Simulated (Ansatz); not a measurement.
# AlH6NOSi: the cost of one run

All numbers are computed with Ansatz 0.2.0, driven from Python. Level of theory: B3LYP+D4/cc-pVDZ.

### 1 The system

Bond lengths: N1–Al2 1.845 Å, Al2–Si3 2.358 Å, Si3–O4 1.724 Å, N1–H5 1.064 Å, N1–H6 1.067 Å, Al2–H7 1.622 Å, Si3–H8 1.404 Å, Si3–H9 1.521 Å, O4–H10 1.034 Å. Angles: N1–Al2–Si3 118.8°, N1–Al2–H7 120.6°, Si3–Al2–H7 120.6°, Al2–N1–H5 110.8°, Al2–N1–H6 110.2°, H5–N1–H6 104.9°, Al2–Si3–O4 109.2°, Al2–Si3–H8 110.2°, Al2–Si3–H9 107.0°, O4–Si3–H8 113.7°, O4–Si3–H9 108.0°, H8–Si3–H9 108.6°, Si3–O4–H10 98.9°.

No structure file is read: the coordinates are typed or built in the script.

### 2 The script

Input file freq.py:

```python
import ansatz as az
from ase import Atoms
from ase.thermochemistry import IdealGasThermo
import numpy as np

GEOMETRY = """
N    -0.82410    2.02220   -0.15330
Al    0.39710    0.94030    0.70790
Si    0.36420   -1.37720    0.27340
O     0.73360   -1.64760   -1.38910
H    -0.74440    1.91480   -1.20930
H    -1.81820    1.71360    0.07940
H     1.49530    1.57600    1.71870
H    -0.86270   -1.92820    0.67630
H     1.47250   -2.00090    1.10730
H    -0.13010   -1.26410   -1.80840
"""


def main() -> None:
    alh6nosi = az.Crystal.molecule()
    for line in GEOMETRY.strip().splitlines():
        symbol, *xyz = line.split()
        alh6nosi = alh6nosi.atom(symbol, [float(v) for v in xyz])

    calc = alh6nosi.calculation().basis(gaussian="cc-pVDZ").functional("b3lyp", dispersion="d4")
    symbols = [site.symbol for site in alh6nosi.cartesian_sites]
    start = np.array([site.position_ang for site in alh6nosi.cartesian_sites], dtype=float)
    def progress(event):
        if event["event"] == "relax_step":
            row = event["data"]
            print(f"step {row['step']:3d}  E = {row['lagrangian_ev']:.6f} eV  largest force component {row['allowed_force_max_ev_ang']:.4f} eV/A")


    summary = calc.relax(force_tolerance=0.003, max_steps=100).session().plan().execute(on_event=progress).report
    end = np.array(summary["positions_ang"])

    print("final positions (A) and the move of each atom")
    for symbol, xyz, old in zip(symbols, end, start):
        print(f"{symbol:2s} {xyz[0]:10.5f} {xyz[1]:10.5f} {xyz[2]:10.5f}   {np.linalg.norm(xyz - old):7.4f}")

    minimum = az.Crystal.molecule()
    for symbol, place in zip(symbols, end):
        minimum = minimum.atom(symbol, place.tolist())
    vibrating = (
        minimum.calculation()
        .basis(gaussian="cc-pVDZ")
        .functional("b3lyp", dispersion="d4")
        .phonons(temperatures=(298.15, 498.15, 100))
    )
    vib = vibrating.run(threads=1, pin="off").report["vibrations"]
    sums = vib["harmonic_sums"]
    modes = [m["omega_inv_cm"] for m in sums["modes_at_gamma"] if m["rigid_motion"] == "no"]
    for number, w in enumerate(modes, start=1):
        print(f"mode {number:2d} {w:9.1f} 1/cm {w / 8065.544 * 1000:8.2f} meV")
    print("imaginary modes:", sum(w < 0 for w in modes), " zero-point energy:", round(sums["zero_point_energy_ev"], 4), "eV")
    gas = IdealGasThermo(vib_energies=[w / 8065.544 for w in modes if w > 0], geometry="linear" if len(modes) == 3 * len(symbols) - 5 else "nonlinear",
                         atoms=Atoms(symbols, positions=end), symmetrynumber=1, spin=0.0)
    print(f"H(298 K) - E = {gas.get_enthalpy(298.15, verbose=False):.4f} eV")
    print(f"S(298 K, 1 bar) = {96485.33 * gas.get_entropy(298.15, 1e5, verbose=False):.1f} J/(mol K) with symmetry number 1")


if __name__ == "__main__":
    main()
```

### 3 The input behind the calls

The engine receives this input (first run):

```yaml
crystal:
  periodic: [false, false, false]
  atoms:
    - { symbol: "N", position_ang: [-0.8241, 2.0222, -0.1533] }
    - { symbol: Al, position_ang: [0.3971, 0.9403, 0.7079] }
    - { symbol: Si, position_ang: [0.3642, -1.3772, 0.2734] }
    - { symbol: O, position_ang: [0.7336, -1.6476, -1.3891] }
    - { symbol: H, position_ang: [-0.7444, 1.9148, -1.2093] }
    - { symbol: H, position_ang: [-1.8182, 1.7136, 0.0794] }
    - { symbol: H, position_ang: [1.4953, 1.576, 1.7187] }
    - { symbol: H, position_ang: [-0.8627, -1.9282, 0.6763] }
    - { symbol: H, position_ang: [1.4725, -2.0009, 1.1073] }
    - { symbol: H, position_ang: [-0.1301, -1.2641, -1.8084] }
basis:
  gaussian:
    orbitals: cc-pVDZ
hamiltonian:
  xc: b3lyp
  dispersion: d4
relax:
  f_tol: 0.003
  max_steps: 100
```

### 4 Launch

Launch:

```console
$ python freq.py
```

**Question.** How long does this script take on 1 thread of Arm Neoverse V1, shared host, and how much memory does it need?

About 7.1 min, with a peak of 0.32 GiB.
